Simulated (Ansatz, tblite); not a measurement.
# Ga9As9 wurtzite hole sphere (Ga9As9H24): a ladder of methods and basis sets

The task here is to estimate one member of a computed series from the others.

The runs use Ansatz 0.2.0, Gaussian basis; as each input shows.

Plan: GFN1-xTB, GFN2-xTB, PBE-D4/def2-TZVP, r2SCAN-D4/def2-TZVP, PBE-D4/def2-SVP, PBE0-D4/def2-SVP.

1 further run of the same task is left out (set aside as unsound or not needed).

## The structure

The geometry is that of the singlet, from an earlier relaxation (PBE-D4/def2-SVP).

42 atoms, charge 0, spin multiplicity 1.

Bond lengths: Ga1–As2 2.556 Å, Ga1–As3 2.500 Å, Ga1–H19 1.577 Å, Ga1–H20 1.577 Å, As2–Ga5 2.495 Å, As2–H21 1.526 Å, As2–H22 1.526 Å, As3–Ga4 2.470 Å, As3–Ga11 2.470 Å, As3–H23 1.528 Å, Ga4–As6 2.506 Å, Ga4–As7 2.470 Å, Ga4–H24 1.578 Å, Ga5–As6 2.476 Å, Ga5–As12 2.476 Å, Ga5–H25 1.575 Å, As6–Ga9 2.476 Å, As6–H26 1.527 Å and more. Angles: As2–Ga1–As3 94.7°, As2–Ga1–H19 105.1°, As2–Ga1–H20 105.1°, As3–Ga1–H19 110.5°, As3–Ga1–H20 110.5°, H19–Ga1–H20 125.9°, Ga1–As2–Ga5 124.4°, Ga1–As2–H21 110.7°, Ga1–As2–H22 110.7°, Ga5–As2–H21 105.3°, Ga5–As2–H22 105.4°, H21–As2–H22 96.8°, Ga1–As3–Ga4 113.1°, Ga1–As3–Ga11 113.0°, Ga1–As3–H23 106.0°, Ga4–As3–Ga11 116.0°, Ga4–As3–H23 103.6°, Ga11–As3–H23 103.6° and more.

PBE0-D4/def2-TZVP was run before; its log isn't repeated, and its numbers join the tables.

Set-up of the first run:

Tight binding, by tblite at 300 K electronic temperature and without a spin-polarisation term:

```python
tblite.interface.Calculator('GFN1-xTB', numbers, positions, charge=0, uhf=0).singlepoint()
```

Tight binding, by tblite at 300 K electronic temperature and without a spin-polarisation term:

```python
tblite.interface.Calculator('GFN2-xTB', numbers, positions, charge=0, uhf=0).singlepoint()
```

start.molden holds the orbitals of an earlier run on this state, given as this run's starting guess.

Input file in.yaml:

```yaml
crystal:
  periodic: [false, false, false]
  atoms:
    - {symbol: Ga, position_ang: [0.002221, -4.778967, -1.482466]}
    - {symbol: As, position_ang: [-0.005359, -4.513842, 1.059736]}
    - {symbol: As, position_ang: [-0.000046, -2.322335, -1.944430]}
    - {symbol: Ga, position_ang: [-2.095169, -1.210311, -1.254994]}
    - {symbol: Ga, position_ang: [0.000102, -2.319116, 2.246958]}
    - {symbol: As, position_ang: [-1.905763, -1.098946, 1.241692]}
    - {symbol: As, position_ang: [-2.009722, 1.159484, -1.946508]}
    - {symbol: Ga, position_ang: [-4.138298, 2.386982, -1.487768]}
    - {symbol: Ga, position_ang: [-2.009407, 1.162516, 2.244863]}
    - {symbol: As, position_ang: [-3.908044, 2.260381, 1.054756]}
    - {symbol: Ga, position_ang: [2.095323, -1.210443, -1.255783]}
    - {symbol: As, position_ang: [1.906229, -1.100209, 1.240966]}
    - {symbol: As, position_ang: [2.009896, 1.159543, -1.946922]}
    - {symbol: Ga, position_ang: [0.000197, 2.419146, -1.257234]}
    - {symbol: Ga, position_ang: [2.010791, 1.161227, 2.244343]}
    - {symbol: As, position_ang: [0.000924, 2.201690, 1.239654]}
    - {symbol: Ga, position_ang: [4.136708, 2.390164, -1.488354]}
    - {symbol: As, position_ang: [3.912183, 2.254269, 1.054182]}
    - {symbol: H, position_ang: [-1.400325, -5.408641, -1.833960]}
    - {symbol: H, position_ang: [1.409411, -5.403112, -1.825302]}
    - {symbol: H, position_ang: [-1.154138, -5.303463, 1.680615]}
    - {symbol: H, position_ang: [1.127764, -5.318415, 1.690129]}
    - {symbol: H, position_ang: [-0.000410, -2.180078, -3.465902]}
    - {symbol: H, position_ang: [-3.409917, -1.969511, -1.685124]}
    - {symbol: H, position_ang: [0.000596, -2.426301, 3.818775]}
    - {symbol: H, position_ang: [-3.140359, -1.811814, 1.789106]}
    - {symbol: H, position_ang: [-1.884850, 1.086561, -3.467762]}
    - {symbol: H, position_ang: [-5.382722, 1.481506, -1.832410]}
    - {symbol: H, position_ang: [-3.980547, 3.916439, -1.838579]}
    - {symbol: H, position_ang: [-2.103798, 1.217678, 3.816527]}
    - {symbol: H, position_ang: [-5.170212, 1.675976, 1.682541]}
    - {symbol: H, position_ang: [-4.023883, 3.649071, 1.676684]}
    - {symbol: H, position_ang: [3.409997, -1.969415, -1.686506]}
    - {symbol: H, position_ang: [3.141155, -1.812721, 1.788072]}
    - {symbol: H, position_ang: [1.884859, 1.086850, -3.468175]}
    - {symbol: H, position_ang: [-0.000073, 3.936909, -1.688885]}
    - {symbol: H, position_ang: [2.105173, 1.216485, 3.816011]}
    - {symbol: H, position_ang: [0.001152, 3.627769, 1.785879]}
    - {symbol: H, position_ang: [5.383077, 1.489910, -1.839433]}
    - {symbol: H, position_ang: [3.973377, 3.920482, -1.832908]}
    - {symbol: H, position_ang: [5.171688, 1.657472, 1.675607]}
    - {symbol: H, position_ang: [4.040210, 3.639102, 1.682308]}
basis:
  gaussian: {orbitals: def2-TZVP, fitting: {mean_field: def2-universal-jkfit}, initial_orbitals: start.molden}
hamiltonian: {xc: pbe, dispersion: d4}
scf: {omitted_lower_state_checks: [starts]}
output: {forces: true, orbitals: {seedname: orbitals}}
```

Command:

```console
$ ansatz run in.yaml --threads 11 --pin off --events-out ev --progress --plain --max-ram 174080MiB --backend cuda --devices 0, --max-vram 75GiB
```

Steps of the session up to this table: PBE-D4/def2-TZVP; r2SCAN-D4/def2-TZVP; PBE-D4/def2-SVP; PBE0-D4/def2-SVP.

One of the session's tables, all rows but one given; the rest of the session is left out.

It belongs to the step «Binding energy». 

```
              level  binding an atom (eV)
    PBE-D4/def2-SVP                 2.619
   PBE-D4/def2-TZVP                     ?
r2SCAN-D4/def2-TZVP                 2.634
   PBE0-D4/def2-SVP                 2.613
  PBE0-D4/def2-TZVP                 2.607
```

Estimate the missing values for PBE-D4/def2-TZVP.

As computed: binding an atom (eV): 2.614. In the column «binding an atom (eV)» it lies between PBE0-D4/def2-SVP (2.613) and PBE-D4/def2-SVP (2.619).

Caveats from the session: Free atoms were run apart at each level; binding is atoms less cluster, divided by the number of atoms, without zero-point or spin-orbit terms.
